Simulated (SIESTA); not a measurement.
Ta3AsAu2O13:

```
CELL_PARAMETERS angstrom
6.80067 -1.92163 -0.02621
6.80067 1.92163 -0.02621
-1.72225 0.00000 10.37288
ATOMIC_POSITIONS crystal
Ta 0.29832 0.29832 0.63042
Ta 0.35838 0.35838 0.00386
Ta 0.64153 0.64153 0.99841
As 0.70210 0.70210 0.36249
Au 0.60176 0.60176 0.63181
Au 0.39989 0.39989 0.36577
O 0.34257 0.34257 0.80557
O 0.41638 0.41638 0.55635
O 0.78159 0.78159 0.59389
O 0.65958 0.65958 0.20071
O 0.59095 0.59095 0.43486
O 0.21897 0.21897 0.41156
O 0.61546 0.61546 0.82214
O 0.14400 0.14400 0.64097
O 0.38300 0.38300 0.17947
O 0.84498 0.84498 0.35825
O 0.50050 0.50050 0.00258
O 0.81269 0.81269 0.99232
O 0.18737 0.18737 0.00856
```

The cell was built by a generator and needn't be a form met in nature.

```yaml
Program: SIESTA 5.4.2
Task: single point
Functional: PBE
Potentials_or_basis: PseudoDojo 0.4 standard (PBE files)
Basis: DZP (energy shift 0.003 Ry; two zetas on semicore shells)
Grid_cutoff: 800 Ry
Energy_shift: 0.003 Ry
k_mesh: 7 × 7 × 3
Occupations: fermi-dirac, width 0.05 eV
Spin: no spin polarisation
```

On this cell: pressure 4.0 GPa; largest force 0.736 eV/Å; band gap on the k mesh none (metal or under the smearing width).

The same run follows on a disturbed copy (atoms moved at random, drawn with an rms of 0.05 Å):

```
Ta As Au O
1.0
     6.80067   -1.92163   -0.02621
     6.80067    1.92163   -0.02621
    -1.72225    0.00000   10.37288
Ta As Au O
3 1 2 13
Direct
  0.30395 0.29382 0.63277
  0.37654 0.34263 0.00242
  0.63089 0.64752 0.99839
  0.69896 0.70681 0.36672
  0.59724 0.61028 0.63430
  0.39520 0.40296 0.36562
  0.32378 0.35869 0.80083
  0.40612 0.42828 0.56036
  0.78106 0.78389 0.59182
  0.66383 0.64987 0.20145
  0.58932 0.59052 0.43637
  0.21202 0.22076 0.41200
  0.62284 0.60747 0.82466
  0.13290 0.14854 0.64272
  0.37513 0.39898 0.18039
  0.85051 0.83365 0.35663
  0.49929 0.50078 0.00524
  0.81188 0.81148 0.99401
  0.18595 0.18909 0.00542
```

Q: What changes?

A: The energy (extrapolated to zero smearing) moves by +16.5 meV/atom; pressure 4.5 GPa; largest force 3.108 eV/Å; band gap on the k mesh none (metal or under the smearing width).

Forces in eV/Å, atoms in the order of the input:
```
Ta  -0.708  0.269 -2.755
Ta  -0.857  0.657  1.180
Ta   0.983 -0.238  1.535
As  -0.373 -0.051 -1.092
Au  -0.919 -0.064 -0.498
Au   0.324 -0.496  0.828
O    0.580 -0.091  3.052
O    0.441 -0.114 -0.382
O   -0.282 -0.129 -0.167
O    0.016  0.101  0.057
O   -0.562  0.073  0.240
O    0.217 -0.294  0.456
O   -0.134  0.185 -0.906
O    0.827 -0.166  0.119
O   -0.140 -0.253 -1.049
O    0.457  0.913 -0.026
O   -0.175 -0.079 -0.455
O    0.281 -0.220 -0.283
O    0.026 -0.002  0.146
```

Stress tensor (GPa, compression positive):
```
 4.35 -0.17 -0.26
-0.17  4.06 -0.06
-0.26 -0.06  5.18
```

Caveats: short orbitals over semicore shells can move pressures by several GPa; the basis of atomic orbitals isn't converged, which shifts pressures, moduli and gaps.
